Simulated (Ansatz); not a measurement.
# AlH8NOSi: the cost of one run

All numbers below are computed with Ansatz 0.2.0 (RHF/6-31G*).

### Step 1. The system as given

Bond lengths: Al1–O2 2.130 Å, O2–H3 1.010 Å, Al1–H4 1.560 Å, Al1–H5 1.560 Å, Al1–N6 2.220 Å, N6–H7 1.060 Å, N6–Si8 1.820 Å, Si8–H9 1.460 Å, Si8–H10 1.460 Å, Si8–H11 1.460 Å. Angles (14 of 16 angles, heavy atoms first): O2–Al1–N6 71.6°, Al1–N6–Si8 120.0°, Al1–O2–H3 109.5°, O2–Al1–H4 120.0°, O2–Al1–H5 120.0°, H4–Al1–N6 96.8°, H5–Al1–N6 101.3°, Al1–N6–H7 120.0°, H7–N6–Si8 120.0°, N6–Si8–H9 109.5°, N6–Si8–H10 109.5°, N6–Si8–H11 109.5°, H4–Al1–H5 120.0°, H9–Si8–H10 109.4°.

Structure file:

```xyz
12

Al    0.0000    0.0000    0.0000
O     0.0000    0.0000    2.1300
H    -0.9095   -0.2814    2.4671
H     1.3510    0.0000   -0.7800
H    -1.3510    0.0000   -0.7800
N     0.0995    2.1044    0.7000
H     0.4930    2.3259    1.6590
Si   -0.4946    3.4493   -0.3727
H    -0.8503    2.9081   -1.6811
H    -1.6691    4.0718    0.2314
H     0.5582    4.4485   -0.5299
H     0.0609    1.2889    1.7979
```

### Step 2. A restrained relaxation towards end A

Springs on the bonds that form and break draw the guess towards this end; the thresholds are loose.

input.yaml

```yaml
crystal:
  periodic: [false, false, false]
  atoms:
    - { symbol: Al, position_ang: [0.0, 0.0, 0.0] }
    - { symbol: O, position_ang: [0.0, 0.0, 2.13] }
    - { symbol: H, position_ang: [-0.9095, -0.2814, 2.4671] }
    - { symbol: H, position_ang: [1.351, 0.0, -0.78] }
    - { symbol: H, position_ang: [-1.351, 0.0, -0.78] }
    - { symbol: "N", position_ang: [0.0995, 2.1044, 0.7] }
    - { symbol: H, position_ang: [0.493, 2.3259, 1.659] }
    - { symbol: Si, position_ang: [-0.4946, 3.4493, -0.3727] }
    - { symbol: H, position_ang: [-0.8503, 2.9081, -1.6811] }
    - { symbol: H, position_ang: [-1.6691, 4.0718, 0.2314] }
    - { symbol: H, position_ang: [0.5582, 4.4485, -0.5299] }
    - { symbol: H, position_ang: [0.0609, 1.2889, 1.7979] }
basis:
  gaussian: { orbitals: "6-31G*" }
hamiltonian:
  xc: hf
relax:
  f_tol: 0.15
  max_steps: 25
  restrain:
    - { distance: [0, 5], at: 3.12, k: 30.0 }
    - { distance: [11, 1], at: 2.21, k: 30.0 }
    - { distance: [0, 1], at: 1.78, k: 30.0 }
    - { distance: [11, 5], at: 1.06, k: 30.0 }
output:
  orbitals: {}
```

The run is started by

```console
$ ansatz run input.yaml --threads 1 --pin off --max-ram 2048MiB --backend cpu --events-out ev --progress --plain --runs-dir out
```

Q: Estimate wall time and peak memory on 1 thread of Arm Neoverse V2, shared host.

About 30 s, with a peak of 0.15 GiB.
